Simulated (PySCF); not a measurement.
**GaH2(CCH): NMR shifts, electronic excitations, spin-spin couplings and core binding energies at several levels of theory**

How much do the NMR shifts, electronic excitations, spin-spin couplings and core binding energies of GaH2(CCH) (`[H][Ga]([H])[C]#C`) depend on the level of theory, and what does each level cost?

The runs use PySCF 2.14.0, with density-fitted response routines of our own; the level of theory stands in each step. All values are computed, except where a source is named. Atoms count from 0, in the outputs and in this text.

## (1) Starting geometry

6 atoms, charge 0, multiplicity 1; geometry from: GFN2-xTB.

Bonds of the start (Å): Ga0–H1 1.56, Ga0–H2 1.56, Ga0–C3 1.95, C3–C4 1.21, C4–H5 1.06.

## (2) Optimising the geometry at PBE0-D3(BJ)/def2-SVP

What the job is given:

```
{"job": {"xc": "PBE0", "basis": "def2-SVP", "d3": "d3bj", "grid": 1, "maxiter": 40, "kind": "geom"}, "charge": 0, "multiplicity": 1}
Ga     0.648460     1.123830     0.008900
H      2.211340     1.114420     0.052100
H     -0.135660     2.476250    -0.026460
C     -0.330260    -0.567480    -0.002800
C     -0.933440    -1.616050    -0.011900
H     -1.460440    -2.530970    -0.019850
```

On the command line:

```bash
> OMP_NUM_THREADS=1 python probes_run.py task.json out
```

One launch serves the whole session: the jobs run in the order shown.

Standard output:

```text
step   0  E = -2002.12458819  max force = 0.029949
step   1  E = -2002.12572283  max force = 0.002243
step   2  E = -2002.12576008  max force = 0.000289
step   3  E = -2002.12576087  max force = 0.000074
optimisation converged
```

Run time: 4.8 s. Hardware: 1 thread, shared host.

Relaxation path:

| step | energy from step 0 (eV) | largest force component (eV/Å) |
| --- | --- | --- |
| 0 | 0.0000 | 1.5400 |
| 1 | -0.0309 | 0.1153 |
| 2 | -0.0319 | 0.0149 |
| 3 | -0.0319 | 0.0038 |

Distances of close pairs at the start and the end, largest changes first:

| bond | before (Å) | after (Å) | change (Å) |
| --- | --- | --- | --- |
| Ga0–C3 | 1.954 | 1.918 | -0.036 |
| C4–H5 | 1.056 | 1.076 | +0.020 |
| C3–C4 | 1.210 | 1.221 | +0.011 |
| Ga0–H2 | 1.564 | 1.563 | -0.001 |
| Ga0–H1 | 1.564 | 1.563 | -0.001 |

The next job starts from the end point, and lists it.

| at the end point | value |
| --- | --- |
| point group (found at 0.08 Å tolerance) | C2v |
| rotational constants (GHz, main isotopes) | 132.1, 3.626, 3.529 |
| dipole moment (D) | 0.29 |

## (3) Shielding tensors: PBE0/pcSseg-2+pcSseg-1

What the job is given:

```
{"job": {"kind": "nmr", "xc": "PBE0", "basis": {"default": "pcSseg-1", "Ga": "pcSseg-2"}}, "charge": 0, "multiplicity": 1}
Ga     0.649136     1.125288     0.007924
H      2.210539     1.073953     0.053349
H     -0.172870     2.454083    -0.027124
C     -0.310439    -0.535091    -0.003446
C     -0.919463    -1.592986    -0.011820
H     -1.456902    -2.525247    -0.018893
```

Level: GIAO PBE0/pcSseg-1 Ga:pcSseg-2 NMR shielding, non-relativistic, gas phase.

Standard output:

```text
coarse grid: 25192 points
cycle   1  E = -2002.3650649539  dE = -4.031e-01  |g| = 1.147e+00  |ddm| = 2.302e+00
cycle   2  E = -2002.2756039567  dE =  8.946e-02  |g| = 1.543e+00  |ddm| = 1.065e+00
cycle   3  E = -2002.4583855955  dE = -1.828e-01  |g| = 8.914e-02  |ddm| = 5.402e-01
cycle   4  E = -2002.4587179232  dE = -3.323e-04  |g| = 3.037e-02  |ddm| = 4.042e-02
cycle   5  E = -2002.4589271416  dE = -2.092e-04  |g| = 1.319e-02  |ddm| = 3.362e-02
cycle   6  E = -2002.4589684265  dE = -4.128e-05  |g| = 3.578e-03  |ddm| = 1.017e-02
cycle   7  E = -2002.4589718230  dE = -3.396e-06  |g| = 4.557e-04  |ddm| = 3.245e-03
final grid: 51824 points
cycle   8  E = -2002.4590105027  dE = -1.059e-08  |g| = 5.367e-04  |ddm| = 1.089e-03
cycle   9  E = -2002.4590104773  dE =  2.546e-08  |g| = 7.384e-04  |ddm| = 7.515e-04
cycle  10  E = -2002.4590105518  dE = -7.457e-08  |g| = 1.170e-04  |ddm| = 4.102e-04
cycle  11  E = -2002.4590105552  dE = -3.356e-09  |g| = 3.245e-05  |ddm| = 9.893e-05
cycle  12  E = -2002.4590105555  dE = -2.606e-10  |g| = 7.065e-06  |ddm| = 2.332e-05
converged SCF energy = -2002.4590105555

GIAO shielding tensors (ppm)
atom      isotropic    diamagn.    paramagn.     s11        s22        s33       span
  0 Ga    1265.079    2640.357   -1375.278   1039.279   1294.412   1461.548    422.269
  1 H       25.469      26.847      -1.378     20.178     21.164     35.065     14.887
  2 H       25.470      26.845      -1.375     20.176     21.167     35.066     14.890
  3 C       85.439     252.031    -166.592    -20.635    -10.331    287.283    307.918
  4 C       70.295     261.701    -191.406     -6.224     -3.557    220.665    226.889
  5 H       28.330      32.154      -3.824     23.933     24.346     36.711     12.779
```

Run time: 6.3 s. Hardware: 1 thread, shared host.

Shifts follow as δ = σ(reference) − σ, with reference shieldings (ppm) from runs at the same level and on the same kind of geometry: 1H TMS 31.27, 13C TMS 184.4, 71Ga [Ga(H2O)6]3+ 1817. The references are single molecules in the gas phase. Atoms listed in one row are averaged.

| atoms | environment | σ (ppm) | δ (ppm) |
| --- | --- | --- | --- |
| C4 | carbon bonded to C, H | 70.3 | 114.1 |
| C3 | carbon bonded to C, Ga | 85.4 | 99.0 |
| H1, H2 | hydrogen on a Ga bonded to C | 25.47 | 5.80 |
| H5 | hydrogen on a carbon bonded to C | 28.33 | 2.94 |
| Ga0 | Ga bonded to C, 2 H | 1265 | 552 |

Charges from the same density, by scheme (e):

| atoms | Mulliken | IAO | Hirshfeld | ESP fit |
| --- | --- | --- | --- | --- |
| Ga0 | 0.38 | 0.58 | 0.46 | 0.78 |
| C3 | -0.03 | -0.33 | -0.22 | -0.28 |
| C4 | -0.33 | -0.19 | -0.09 | -0.35 |

Mayer bond orders: Ga0–C3 1.03, C3–C4 2.52.

With diffuse functions Mulliken charges and Mayer bond orders lose their meaning; the other schemes are steadier.

The fields below are evaluated on a grid from the run's orbitals.

Frontier orbitals at PBE0/pcSseg-2+pcSseg-1, with the share of their density that lies nearest to each atom:

| orbital | energy (eV) | lies on |
| --- | --- | --- |
| HOMO | -7.91 | C3, C4 about 36 % each; H1, H2 about 11 % each |
| LUMO | -2.00 | Ga0 48 %; H1, H2 about 14 % each; C3, C4 about 11 % each |

ELF in a plane through or near 6 of the atoms.

Ten even steps from '0' (0.00) to '9' (1.00):
```
0000000000000000000000000000
0000000000000000000000000000
0000000011000000000000000000
0000002799720000000000000000
0000017999960000000000000000
0000059999970001222100000000
0000079999971123455310000000
0000059999632466676555400000
0000015752322785886699960000
0000001323471865458499990000
0000001323661865447299991000
0000015752332785886799960000
0000059999632466676555400000
0000079999971123455310000000
0000059999971001222100000000
0000007999960000000000000000
0000002799720000000000000000
0000000001000000000000000000
0000000000000000000000000000
0000000000000000000000000000
```
The map spans 11.0 Å across and 8.0 Å up, centred on the molecule. Atoms in the plane (x, y in Å): Ga0 (-1.3, 0.0), H1 (-2.0, -1.4), H2 (-2.0, 1.4), C3 (0.6, 0.0), C4 (1.8, 0.0), H5 (2.9, 0.0).

On the surface of density 0.002 e/bohr³ the electrostatic potential runs, from the 1st to the 99th percentile, from -0.86 V near C3 to 2.89 V near Ga0.

## (4) Excited states and response: CAM-B3LYP/def2-SVPD

What the job is given:

```
{"job": {"kind": "uv", "xc": "CAM-B3LYP", "basis": "def2-SVPD", "ip": true, "nstates": 15}, "charge": 0, "multiplicity": 1}
Ga     0.649136     1.125288     0.007924
H      2.210539     1.073953     0.053349
H     -0.172870     2.454083    -0.027124
C     -0.310439    -0.535091    -0.003446
C     -0.919463    -1.592986    -0.011820
H     -1.456902    -2.525247    -0.018893
```

Method: TDDFT CAM-B3LYP/def2-SVPD, vertical, gas phase, core orbitals frozen in the response.

Standard output:

```text
coarse grid: 25192 points
cycle   1  E = -2002.5032397021  dE = -3.867e-01  |g| = 5.541e-01  |ddm| = 5.136e+00
cycle   2  E = -2002.5044642062  dE = -1.225e-03  |g| = 6.092e-01  |ddm| = 1.675e+00
cycle   3  E = -2002.5522296863  dE = -4.777e-02  |g| = 3.966e-02  |ddm| = 8.932e-01
cycle   4  E = -2002.5523812478  dE = -1.516e-04  |g| = 3.199e-02  |ddm| = 1.478e-01
cycle   5  E = -2002.5526258302  dE = -2.446e-04  |g| = 8.955e-03  |ddm| = 4.899e-02
cycle   6  E = -2002.5526461769  dE = -2.035e-05  |g| = 1.638e-03  |ddm| = 1.943e-02
cycle   7  E = -2002.5526469929  dE = -8.161e-07  |g| = 2.206e-04  |ddm| = 4.771e-03
final grid: 51824 points
cycle   8  E = -2002.5526722247  dE = -4.031e-08  |g| = 1.749e-04  |ddm| = 1.347e-03
cycle   9  E = -2002.5526722302  dE = -5.495e-09  |g| = 1.980e-04  |ddm| = 5.218e-04
cycle  10  E = -2002.5526722367  dE = -6.546e-09  |g| = 3.743e-05  |ddm| = 2.724e-04
cycle  11  E = -2002.5526722376  dE = -8.490e-10  |g| = 3.067e-05  |ddm| = 8.577e-05
converged SCF energy = -2002.5526722376

Static polarisability (au): isotropic 51.289, principal 36.619 45.856 71.391

Singlet excitations
state   eV       nm        f      main configurations
  1   4.5261    273.9   0.00000   H->L 0.94
  2   5.4486    227.6   0.05262   H-1->L 0.82, H->L+2 0.13
  3   5.6928    217.8   0.00000   H-2->L 0.93
  4   6.4274    192.9   0.01791   H-3->L 0.98
  5   6.5736    188.6   0.00000   H-1->L+2 0.93
  6   7.4084    167.4   0.22479   H->L+2 0.46, H-1->L+6 0.28, H-1->L 0.16
  7   7.5579    164.0   0.00070   H->L+1 0.84
  8   7.6733    161.6   0.00000   H->L+6 0.75
  9   7.9733    155.5   0.08509   H-1->L+1 0.76, H-1->L+4 0.10
 10   8.0751    153.5   0.11283   H->L+3 0.78
 11   8.4149    147.3   0.06975   H->L+5 0.66, H-2->L+1 0.14, H->L+4 0.10
 12   8.5152    145.6   0.04033   H->L+4 0.58, H->L+5 0.15, H->L+3 0.12
 13   8.5157    145.6   0.02717   H-1->L+3 0.85
 14   8.8182    140.6   0.00131   H-1->L+5 0.86
 15   8.8840    139.6   0.16464   H-2->L+1 0.61, H-3->L+2 0.10

Triplet excitations (Tamm-Dancoff, eV): 4.2535 4.3223 5.2056 5.3298
Vertical ionisation energy (delta-SCF) = 10.2907 eV
Vertical electron affinity (delta-SCF) = 0.2665 eV
```

It took 15 s on 1 thread, shared host.

Frontier orbitals and where they lie:

| orbital | eV | atoms |
| --- | --- | --- |
| HOMO−3 | -11.30 | Ga0 36 %, C3 28 %, H2 14 % |
| HOMO−2 | -10.56 | Ga0 33 %, H1 20 %, H2 20 % |
| HOMO−1 | -9.68 | C3 45 %, C4 44 %, Ga0 7 % |
| HOMO | -9.27 | C4 35 %, C3 34 %, Ga0 13 % |
| LUMO | -1.10 | Ga0 57 %, C3 16 %, C4 10 % |
| LUMO+1 | 0.91 | Ga0 76 %, H1 6 %, H2 6 % |
| LUMO+2 | 1.58 | C4 33 %, C3 29 %, Ga0 20 % |

With each of the 15 states as a Gaussian band of 0.4 eV half-width at 1/e, the curve within the window shown has maxima at 228 nm (ε 2,100), 191 nm (ε 760), 165 nm (ε 10,000), 152 nm (ε 11,000) L/(mol cm). Beyond the last state computed it falls off for lack of states. The curve at chosen wavelengths:

(nm, ε (L/mol/cm)): (135, 4061), (142, 9771), (149, 10561), (157, 9924), (164, 10006), (171, 8013), (178, 2800), (185, 855), (193, 752), (200, 588), (207, 561), (214, 1071), (221, 1821), (229, 2116), (236, 1680), (243, 1007), (250, 477), (257, 186), (265, 52), (272, 15), (279, 4), (286, 1), (293, 0), (301, 0), (308, 0), (315, 0)

Leading natural transition orbitals of singlet state 6: the hole lies on C3, C4 about 46 % each; the particle on Ga0 31 %; C3 23 %; H1, H2 about 16 % each.

Leading natural transition orbitals of singlet state 1: the hole lies on C3, C4 about 36 % each; H1, H2 about 11 % each; the particle on Ga0 44 %; C3, C4 about 16 % each; H1, H2 about 10 % each.

Ground-state properties from the same run:

| property | computed |
| --- | --- |
| dipole moment (D) | 0.21 |
| polarisability (Å³) | 7.60 |
| HOMO–LUMO gap (eV) | 8.17 |
| −ε(HOMO) (eV) | 9.27 |

[end of part 1 of 2]
